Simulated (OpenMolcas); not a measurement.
# Ta³⁺ among point charges: CASSCF and CASPT2 levels and susceptibility

Aim: the splitting of the states of Ta³⁺ in the field of 3 point charges, its lowest levels with spin-orbit coupling and its magnetic susceptibility.

Program: OpenMolcas 26.06. Level of theory: state-averaged CASSCF and CASPT2, spin-orbit coupling by RASSI with atomic mean-field integrals. These are calculated values, not measurements, unless marked.

**1. The atom as given**

- Species: Ta³⁺ (tantalum, Z = 73, 70 electrons)
- Basis: ANO-RCC-VDZP [7s6p4d2f1g], 68 functions
- Scalar Hamiltonian: DKH2, point nucleus
- Inactive shells: 1s 2s 2p 3s 3p 3d 4s 4p 4d 4f 5s 5p
- Active space: 2 electrons in 5 orbitals (5d)
- Some configurations of this space: 5d2
- Orbitals: optimised for each spin and parity, averaged over all roots

Outer shells as boxes (Hund's rule):

5d2
```
5d [↑ ][↑ ][  ][  ][  ]
```

The ion sits among 3 point charges of -0.5 e arranged as a planar triangle (D3h), 2.17 Å from the ion.

The work runs as a chain of OpenMolcas steps in one folder; each step below is one input file. Labels, J, g values, rates, χT and fits are worked out afterwards by a script from the matrices that RASSI stores.

**2. GATEWAY and SEWARD: basis and integrals**

Input file a.inp:

```
&GATEWAY
Coord
1

Ta 0.0 0.0 0.0
Basis=ANO-RCC-VDZP
Group=NoSym
NoMove
AngMom=0.0 0.0 0.0
AMFI
XField
3 Angstrom 0
2.170000 0.000000 0.000000 -0.500000
-1.085000 1.879275 0.000000 -0.500000
-1.085000 -1.879275 0.000000 -0.500000
&SEWARD
```

Command:

```sh
OMP_NUM_THREADS=1 MOLCAS_MEM=1689 MOLCAS_PROJECT=a pymolcas a.inp > a.log
```

**3. Reference wave functions, triplets, 10 roots**

Input file a.inp:

```
&RASSCF
FileOrb=start.orb
Symmetry=1
Spin=3
nActEl=2 0 0
Inactive=34
Ras2=5
CIRoot=10 10 1
SDav=10
CIMx=300
Iter=120 100
PrWF=0.3
OrbListing=Nothing
MaxOrb=0
>>> COPY $Project.JobIph JOB001
```

start.orb holds the contracted functions of the basis, ordered by shell, or the orbitals of the step before.

**4. Reference wave functions, singlets, 15 roots**

Input file a.inp:

```
&RASSCF
FileOrb=start.orb
Symmetry=1
Spin=1
nActEl=2 0 0
Inactive=34
Ras2=5
CIRoot=15 15 1
SDav=15
CIMx=300
Iter=120 100
PrWF=0.3
OrbListing=Nothing
MaxOrb=0
>>> COPY $Project.JobIph JOB002
```

**5. RASSI: spin-orbit coupling between the states**

Input file a.inp:

```
&RASSI
NrOfJobIphs=2 10 15
1 2 3 4 5 6 7 8 9 10
1 2 3 4 5 6 7 8 9 10 11 12 13 14 15
IphNames
JOB001
JOB002
EJob
SpinOrbit
DIPRint=1.0
SOCoupling=1000.0
Subsets=2
Property=9
'ANGMOM' 1 'ANGMOM' 2 'ANGMOM' 3 'MLTPL  1' 1 'MLTPL  1' 2 'MLTPL  1' 3
'AMFI' 1 'AMFI' 2 'AMFI' 3
SOProperty=3
'ANGMOM' 1 'ANGMOM' 2 'ANGMOM' 3
```

**6. CASPT2: IPEA 0.25, imaginary shift 0.1 (closed shells correlated: 4f 5s 5p)**

Input file a.inp:

```
>>> COPY JOB001 $Project.JobIph
&CASPT2
Multistate=10 1 2 3 4 5 6 7 8 9 10
NoMult
Frozen=23
IPEA=0.25
Imaginary=0.1
MaxIter=60
WThr=0.0 0.3 0.05
PrWF=0.5
NoMix
>>> COPY JOB002 $Project.JobIph
&CASPT2
Multistate=15 1 2 3 4 5 6 7 8 9 10 11 12 13 14 15
NoMult
Frozen=23
IPEA=0.25
Imaginary=0.1
MaxIter=60
WThr=0.0 0.3 0.05
PrWF=0.5
NoMix
```

(Steps that only read results are left out.)

What does the calculation give? Wanted: spin-free ground state; first state of the same spin within the active space; lowest level; next level.

The runs gave:

| quantity | value |
| --- | --- |
| method | SS-CASPT2, IPEA 0.25, imaginary shift 0.1 (closed shells correlated: 4f 5s 5p) |
| spin-free ground state | 3A2, 1-fold in its orbital part |
| first state of the same spin within the active space | 3E at 304 cm⁻¹ |
| lowest level | 1-fold A1 |
| next level | 921.3 cm⁻¹ |
| χT at 300 K | 0.13 cm³ K/mol |
| effective moment at 300 K | 1.00 μB |

Cost by method:

| method | time of its own steps | time with the reference |
| --- | --- | --- |
| A. CASSCF | 8 s | 8 s |
| B. SS-CASPT2, IPEA 0.25, imaginary shift 0.1, +4f 5s 5p | 7.9 s | 16 s |

Times are of one thread on a shared host.

What this shows: The spin-free ground state (3A2) comes to 95 % from free-ion F terms and keeps the highest spin of the shell. χT at 300 K is 0.13, against 1.00 cm³ K/mol for the spin alone, so spin-orbit coupling lowers it. CASPT2 does not keep the components of a term degenerate, and the means are used. The field of point charges can differ much from that of real complexes. Point charges carry no covalency, so the field is a model and not that of real ligands.
